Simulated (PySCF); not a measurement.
# BeS with other numerical set-ups

Aim: see how much the energy and properties of BeS depend on the numerical set-up.

Method: each script names its method and basis; program: PySCF 2.14.0.

3 further runs of the same task are left out: 3 that didn't finish.

## (1) Starting geometry

BeS: 2 atoms, charge 0, spin multiplicity 1.

Bond lengths: Be1–S2 1.809 Å.

## (2) Base script

input.py reads:

```python
from pyscf import gto, scf, mp

mol = gto.M(
    atom='Be 0 0 0; S 0 0 1.809',
    basis='cc-pcvdz',
    charge=0,
    spin=0,
    verbose=4,
)
mf = scf.UHF(mol)
mf = mf.density_fit(auxbasis='def2-universal-jkfit')
mf.kernel()
mp.MP2(mf).kernel()
mf.dip_moment()
print('orbital energies (hartree):', [e[max(0, n-3):n+3].round(4) for e, n in zip(mf.mo_energy, mol.nelec)])
```

Command:

```
> OMP_NUM_THREADS=1 python input.py
```

The log of this run is left out.

In short: E(SCF) = -412.124576 Eh, 15 cycles, E(MP2) − E(SCF) = -0.41433 Eh, μ = 6.35 D (of the SCF density).

The bond length is a typed value, not an optimised one.

## (3) Cartesian functions on

Edit 1 changes Cartesian functions: off → on.

input.py reads:

```python
from pyscf import gto, scf, mp

mol = gto.M(
    atom='Be 0 0 0; S 0 0 1.809',
    basis='cc-pcvdz',
    charge=0,
    spin=0,
    cart=True,
    verbose=4,
)
mf = scf.UHF(mol)
mf = mf.density_fit(auxbasis='def2-universal-jkfit')
mf.kernel()
mp.MP2(mf).kernel()
mf.dip_moment()
print('orbital energies (hartree):', [e[max(0, n-3):n+3].round(4) for e, n in zip(mf.mo_energy, mol.nelec)])
```

Command:

```
> OMP_NUM_THREADS=1 python input.py
```

## (4) Crenbl (core potential on)

Edit 2 changes basis set: cc-pcvdz → crenbl; core potential: off → on. The core potential changes with it: totals don't compare.

input.py, as its differences from that of step 2:

```diff
@@ -4,3 +4,4 @@
     atom='Be 0 0 0; S 0 0 1.809',
-    basis='cc-pcvdz',
+    basis='crenbl',
+    ecp={'Be': 'crenbl', 'S': 'crenbl'},
     charge=0,
```

## (5) Minao

Edit 3 changes basis set: cc-pcvdz → minao.

input.py, as its differences from that of step 2:

```diff
@@ -4,3 +4,3 @@
     atom='Be 0 0 0; S 0 0 1.809',
-    basis='cc-pcvdz',
+    basis='minao',
     charge=0,
```

**Question.** What will these runs give? Wanted: for each run, E(SCF); from base; gap; SCF dipole; after the SCF.

The runs gave:

| run | E(SCF) (hartree) | from base (eV) | cycles | gap (eV) | SCF dipole (D) | functions | after the SCF |
| --- | --- | --- | --- | --- | --- | --- | --- |
| base | -412.124576 | 0 | 15 | 7.36 | 6.35 | 45 | MP2 correlation -11.275 eV |
| Cartesian functions on | -412.125009 | -0.0118 | 15 | 7.36 | 6.35 | 48 | MP2 correlation -11.526 eV |
| crenbl (core potential on) | -10.929808 | not comparable | 13 | 7.41 | 6.74 | 32 | MP2 correlation -2.423 eV |
| minao | -411.964015 | +4.3691 | 10 | 9.61 | 6.00 | 11 | MP2 correlation -0.371 eV |

In words: The largest comparable shift of the SCF energy, +4.369 eV, comes with the run “minao”. minao (11 functions) gives an energy 4.37 eV higher than cc-pcvdz (45).
